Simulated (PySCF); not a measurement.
# Pb2Cl8: forces at shaken geometries

How stiff is Pb2Cl8? Its atoms are displaced at random by several amounts. The structure is generated, not taken from experiment.

The runs use PySCF 2.14.0; PBE0, Pb def2-SVP with ECP60, Cl def2-SVP; scalar-relativistic core potentials, no spin–orbit coupling.

3 further runs of the same task are left out: 2 for a known fault of the program, 1 that didn't finish.

**1. The system as given**

10 atoms, charge 0, spin multiplicity 1.

Bond lengths: Pb1–Cl3 2.663 Å, Pb1–Cl4 2.663 Å, Pb1–Cl5 2.410 Å, Pb1–Cl6 2.426 Å, Pb1–Cl7 2.426 Å, Pb2–Cl3 2.663 Å, Pb2–Cl4 2.663 Å, Pb2–Cl8 2.410 Å, Pb2–Cl9 2.426 Å, Pb2–Cl10 2.426 Å. Angles: Cl3–Pb1–Cl4 76.5°, Cl3–Pb1–Cl5 99.1°, Cl3–Pb1–Cl6 144.9°, Cl3–Pb1–Cl7 82.8°, Cl4–Pb1–Cl5 99.1°, Cl4–Pb1–Cl6 82.8°, Cl4–Pb1–Cl7 144.9°, Cl5–Pb1–Cl6 112.0°, Cl5–Pb1–Cl7 112.0°, Cl6–Pb1–Cl7 99.4°, Cl3–Pb2–Cl4 76.5°, Cl3–Pb2–Cl8 99.1°, Cl3–Pb2–Cl9 144.9°, Cl3–Pb2–Cl10 82.8°, Cl4–Pb2–Cl8 99.1°, Cl4–Pb2–Cl9 82.8°, Cl4–Pb2–Cl10 144.9°, Cl8–Pb2–Cl9 112.0° and more.

As a file:

```xyz
10

Pb    0.0000   -0.0196    2.0877
Pb    0.0000   -0.0196   -2.0877
Cl    1.6478   -0.1515    0.0000
Cl   -1.6478   -0.1515    0.0000
Cl    0.0000    2.3670    2.4247
Cl   -1.8500   -1.0980    3.2289
Cl    1.8500   -1.0980    3.2289
Cl    0.0000    2.3670   -2.4247
Cl   -1.8500   -1.0980   -3.2289
Cl    1.8500   -1.0980   -3.2289
```

Formal oxidation states: Pb +4. An earlier session relaxed this geometry at PBE0, Pb def2-SVP with ECP60, Cl def2-SVP (singlet, point group C2v).

Its energy there is -4065.184238 Eh.

**2. Atoms moved at random, σ = 0.03 Å**

run.py (the lines that set the calculation)

```python
mol = gto.M(atom='''
Pb    -0.01055     0.01298     2.05908
Pb     0.01748    -0.01394    -2.09753
Cl     1.63278    -0.16900    -0.00278
Cl    -1.69899    -0.15649     0.01690
Cl    -0.00620     2.34055     2.44828
Cl    -1.84742    -1.07328     3.23250
Cl     1.90220    -1.08651     3.22498
Cl    -0.02423     2.36710    -2.42667
Cl    -1.83368    -1.09752    -3.20328
Cl     1.86861    -1.12388    -3.25148''',
    basis={'Pb': 'def2-SVP', 'Cl': 'def2-SVP'},
    ecp={'Pb': 'def2-SVP'},
    charge=0, spin=0)
mf = dft.RKS(mol, xc='PBE0')
mf.grids.atom_grid = (50, 194)
mf = mf.density_fit()  # fitting sets: Pb def2-universal-JKFIT, Cl def2-universal-JKFIT
mf.conv_tol = 1e-08; mf.max_cycle = 55
mf.kernel(dm0)  # dm0: the density of the relaxed state
```

Command:

```sh
$ OMP_NUM_THREADS=4 python run.py
```

Standard output:

```text
init E= -4065.1732746616
  HOMO = -0.343717644284644  LUMO = -0.20822130082244  gap/eV = 3.68704
cycle= 1 E= -4065.18081608304  delta_E= -0.00754  |g|= 0.0535  |ddm|= 0.182
  HOMO = -0.32693383658503  LUMO = -0.206874414645696  gap/eV = 3.26698
cycle= 2 E= -4065.17939036019  delta_E= 0.00143  |g|= 0.0865  |ddm|= 0.242
  HOMO = -0.33574374595435  LUMO = -0.206551479346514  gap/eV = 3.51550
cycle= 3 E= -4065.18195212729  delta_E= -0.00256  |g|= 0.008  |ddm|= 0.143
  HOMO = -0.33664883771106  LUMO = -0.206462481280283  gap/eV = 3.54255
cycle= 4 E= -4065.18196856904  delta_E= -1.64e-05  |g|= 0.00351  |ddm|= 0.0159
  HOMO = -0.336662812811752  LUMO = -0.20642450939732  gap/eV = 3.54396
cycle= 5 E= -4065.18197257111  delta_E= -4e-06  |g|= 0.000856  |ddm|= 0.00618
  HOMO = -0.336748718441133  LUMO = -0.206432020089528  gap/eV = 3.54610
cycle= 6 E= -4065.18197285026  delta_E= -2.79e-07  |g|= 0.000221  |ddm|= 0.00177
  HOMO = -0.336746695326456  LUMO = -0.206424344901516  gap/eV = 3.54625
cycle= 7 E= -4065.18197286737  delta_E= -1.71e-08  |g|= 0.000123  |ddm|= 0.000588
  HOMO = -0.336745975448806  LUMO = -0.206424916056736  gap/eV = 3.54622
cycle= 8 E= -4065.18197287284  delta_E= -5.47e-09  |g|= 2.18e-05  |ddm|= 0.000225
  HOMO = -0.336742694159061  LUMO = -0.206426221688987  gap/eV = 3.54609
Extra cycle  E= -4065.1819728727  delta_E= 1.44e-10  |g|= 3.12e-05  |ddm|= 9.28e-05
converged SCF energy = -4065.1819728727
```

Wall time 19 s (4 threads of Arm Neoverse V2, shared host).

It gives: E = -4065.181973 Eh (+0.062 eV from the relaxed state), HOMO -9.16 eV, LUMO -5.62 eV, Mulliken charge on Pb1 +0.87 e, largest force component 1.148 eV/Å. 

| atom | Fx | Fy | Fz (eV/Å) |
| --- | --- | --- | --- |
| Pb1 | 0.265 | -1.148 | 0.419 |
| Pb2 | 0.111 | -0.191 | 0.086 |
| Cl3 | 0.046 | 0.007 | -0.122 |
| Cl4 | 0.304 | 0.093 | -0.131 |
| Cl5 | 0.026 | 0.765 | 0.080 |
| Cl6 | 0.068 | 0.001 | -0.003 |
| Cl7 | -0.577 | 0.314 | -0.357 |
| Cl8 | 0.016 | 0.066 | 0.002 |
| Cl9 | -0.092 | -0.069 | -0.107 |
| Cl10 | -0.167 | 0.163 | 0.133 |

**3. Atoms moved at random, σ = 0.15 Å**

run.py (the lines that set the calculation)

```python
mol = gto.M(atom='''
Pb     0.04367    -0.00123     2.10217
Pb    -0.07922    -0.14795    -1.82510
Cl     1.54370    -0.32797     0.44969
Cl    -1.72194    -0.34751    -0.12461
Cl     0.02949     2.49656     2.41436
Cl    -1.65814    -0.77755     3.18383
Cl     2.10804    -1.10856     3.11272
Cl     0.11608     2.39997    -2.79975
Cl    -2.01921    -1.22872    -3.23396
Cl     1.63753    -0.95703    -3.27935''',
    basis={'Pb': 'def2-SVP', 'Cl': 'def2-SVP'},
    ecp={'Pb': 'def2-SVP'},
    charge=0, spin=0)
mf = dft.RKS(mol, xc='PBE0')
mf.grids.atom_grid = (50, 194)
mf = mf.density_fit()  # fitting sets: Pb def2-universal-JKFIT, Cl def2-universal-JKFIT
mf.conv_tol = 1e-08; mf.max_cycle = 55
mf.kernel(dm0)  # dm0: the density of the relaxed state
```

Command:

```sh
$ OMP_NUM_THREADS=4 python run.py
```

Standard output:

```text
init E= -4065.1432851032
  HOMO = -0.369488979240882  LUMO = -0.281723182856126  gap/eV = 2.38823
cycle= 1 E= -4065.0320692476  delta_E= 0.111  |g|= 0.338  |ddm|= 1.42
  HOMO = -0.251686360438277  LUMO = -0.217881749003223  gap/eV = 0.91987
cycle= 2 E= -4064.9727261236  delta_E= 0.0593  |g|= 0.54  |ddm|= 1.57
  HOMO = -0.304411264060888  LUMO = -0.209398937167178  gap/eV = 2.58542
cycle= 3 E= -4065.07500958324  delta_E= -0.102  |g|= 0.0949  |ddm|= 1.03
  HOMO = -0.311898853857229  LUMO = -0.218909201439683  gap/eV = 2.53038
cycle= 4 E= -4065.07780412563  delta_E= -0.00279  |g|= 0.0303  |ddm|= 0.199
  HOMO = -0.313644379442422  LUMO = -0.218762113028654  gap/eV = 2.58188
cycle= 5 E= -4065.07810828717  delta_E= -0.000304  |g|= 0.00958  |ddm|= 0.0617
  HOMO = -0.313496869907796  LUMO = -0.218275929916952  gap/eV = 2.59109
cycle= 6 E= -4065.07813960501  delta_E= -3.13e-05  |g|= 0.00294  |ddm|= 0.0217
  HOMO = -0.313363648921703  LUMO = -0.218262920745484  gap/eV = 2.58782
cycle= 7 E= -4065.07814278833  delta_E= -3.18e-06  |g|= 0.00112  |ddm|= 0.00686
  HOMO = -0.313479144038572  LUMO = -0.218251702069681  gap/eV = 2.59127
cycle= 8 E= -4065.07814332378  delta_E= -5.35e-07  |g|= 0.000374  |ddm|= 0.00308
  HOMO = -0.313431237526385  LUMO = -0.218265355009012  gap/eV = 2.58960
cycle= 9 E= -4065.07814338792  delta_E= -6.41e-08  |g|= 0.000118  |ddm|= 0.00109
  HOMO = -0.313445921396913  LUMO = -0.218264585584793  gap/eV = 2.59002
cycle= 10 E= -4065.07814339537  delta_E= -7.45e-09  |g|= 4.58e-05  |ddm|= 0.000407
  HOMO = -0.313440886672287  LUMO = -0.21826900545324  gap/eV = 2.58976
Extra cycle  E= -4065.07814339536  delta_E= 1.46e-11  |g|= 6.04e-05  |ddm|= 0.000216
converged SCF energy = -4065.07814339536
```

It took 20 s on 4 threads of Arm Neoverse V2, shared host.

Result: E = -4065.078143 Eh (+2.887 eV from the relaxed state), HOMO -8.53 eV, LUMO -5.94 eV, Mulliken charge on Pb1 +0.86 e, largest force component 4.559 eV/Å. 

| atom | Fx | Fy | Fz (eV/Å) |
| --- | --- | --- | --- |
| Pb1 | 2.768 | 3.327 | 1.454 |
| Pb2 | -0.431 | 1.769 | -3.797 |
| Cl3 | 2.503 | -0.320 | -4.559 |
| Cl4 | -1.152 | 0.148 | 1.775 |
| Cl5 | 0.026 | -1.180 | -0.226 |
| Cl6 | -4.386 | -2.216 | 2.757 |
| Cl7 | -0.785 | 0.241 | 0.904 |
| Cl8 | -0.268 | -1.857 | 1.102 |
| Cl9 | 1.060 | 0.487 | 0.640 |
| Cl10 | 0.664 | -0.400 | -0.049 |

**4. Atoms moved at random, σ = 0.03 Å**

run.py (the lines that set the calculation)

```python
mol = gto.M(atom='''
Pb     0.03868    -0.06141     2.09805
Pb    -0.00637    -0.00999    -2.11486
Cl     1.65888    -0.11571     0.06152
Cl    -1.59869    -0.10388     0.02804
Cl    -0.00136     2.38994     2.42959
Cl    -1.88608    -1.09783     3.24572
Cl     1.82894    -1.13473     3.20512
Cl    -0.01605     2.34099    -2.44912
Cl    -1.85461    -1.10755    -3.24757
Cl     1.83666    -1.09983    -3.25647''',
    basis={'Pb': 'def2-SVP', 'Cl': 'def2-SVP'},
    ecp={'Pb': 'def2-SVP'},
    charge=0, spin=0)
mf = dft.RKS(mol, xc='PBE0')
mf.grids.atom_grid = (50, 194)
mf = mf.density_fit()  # fitting sets: Pb def2-universal-JKFIT, Cl def2-universal-JKFIT
mf.conv_tol = 1e-08; mf.max_cycle = 55
mf.kernel(dm0)  # dm0: the density of the relaxed state
```

Command:

```sh
$ OMP_NUM_THREADS=4 python run.py
```

Standard output:

```text
init E= -4065.182979917
  HOMO = -0.342920652402973  LUMO = -0.205781964433993  gap/eV = 3.73173
cycle= 1 E= -4065.17925250703  delta_E= 0.00373  |g|= 0.0591  |ddm|= 0.219
  HOMO = -0.334486498791958  LUMO = -0.208161450142382  gap/eV = 3.43748
cycle= 2 E= -4065.17818286057  delta_E= 0.00107  |g|= 0.0857  |ddm|= 0.252
  HOMO = -0.340119201288643  LUMO = -0.207274938642874  gap/eV = 3.61488
cycle= 3 E= -4065.180641467  delta_E= -0.00246  |g|= 0.00814  |ddm|= 0.14
  HOMO = -0.340362656693254  LUMO = -0.2068575150432  gap/eV = 3.63286
cycle= 4 E= -4065.18065781959  delta_E= -1.64e-05  |g|= 0.00351  |ddm|= 0.016
  HOMO = -0.340558275628361  LUMO = -0.206811637851793  gap/eV = 3.63943
cycle= 5 E= -4065.1806617296  delta_E= -3.91e-06  |g|= 0.00117  |ddm|= 0.0066
  HOMO = -0.340547888013084  LUMO = -0.206838502656413  gap/eV = 3.63842
cycle= 6 E= -4065.18066222902  delta_E= -4.99e-07  |g|= 0.000244  |ddm|= 0.00219
  HOMO = -0.340545545287894  LUMO = -0.206825834326386  gap/eV = 3.63870
cycle= 7 E= -4065.18066225265  delta_E= -2.36e-08  |g|= 0.000151  |ddm|= 0.000771
  HOMO = -0.340553250078125  LUMO = -0.206826778335881  gap/eV = 3.63888
cycle= 8 E= -4065.18066226081  delta_E= -8.16e-09  |g|= 2.77e-05  |ddm|= 0.000281
  HOMO = -0.340546788161477  LUMO = -0.206830703336077  gap/eV = 3.63860
Extra cycle  E= -4065.18066226073  delta_E= 7.82e-11  |g|= 3.57e-05  |ddm|= 0.000112
converged SCF energy = -4065.18066226073
```

It took 19 s on 4 threads of Arm Neoverse V2, shared host.

It gives: E = -4065.180662 Eh (+0.097 eV from the relaxed state), HOMO -9.27 eV, LUMO -5.63 eV, Mulliken charge on Pb1 +0.88 e, largest force component 1.087 eV/Å. 

| atom | Fx | Fy | Fz (eV/Å) |
| --- | --- | --- | --- |
| Pb1 | -1.087 | 1.056 | 0.118 |
| Pb2 | 0.010 | -0.491 | 0.323 |
| Cl3 | 0.138 | -0.029 | -0.498 |
| Cl4 | -0.200 | -0.097 | -0.257 |
| Cl5 | 0.012 | -0.722 | -0.048 |
| Cl6 | 0.416 | 0.127 | -0.234 |
| Cl7 | 0.673 | -0.422 | 0.513 |
| Cl8 | 0.012 | 0.487 | -0.080 |
| Cl9 | 0.032 | 0.051 | 0.060 |
| Cl10 | -0.006 | 0.040 | 0.102 |

**5. The displacements side by side**

| σ (Å) | energy rise (eV) | harmonic estimate −½ F·u (eV) | largest force component (eV/Å) |
| --- | --- | --- | --- |
| 0.03 | 0.062 | 0.065 | 1.15 |
| 0.15 | 2.887 | 3.245 | 4.56 |
| 0.03 | 0.097 | 0.106 | 1.09 |

Every displacement raises the energy. For a harmonic well the rise equals −½ F·u; the two differ by at most 12 % here (a move with σ = 0.15 Å), from anharmonicity, the grid and the small forces left at the relaxed point. The bases are small and lack diffuse functions. Spin–orbit coupling is left out.
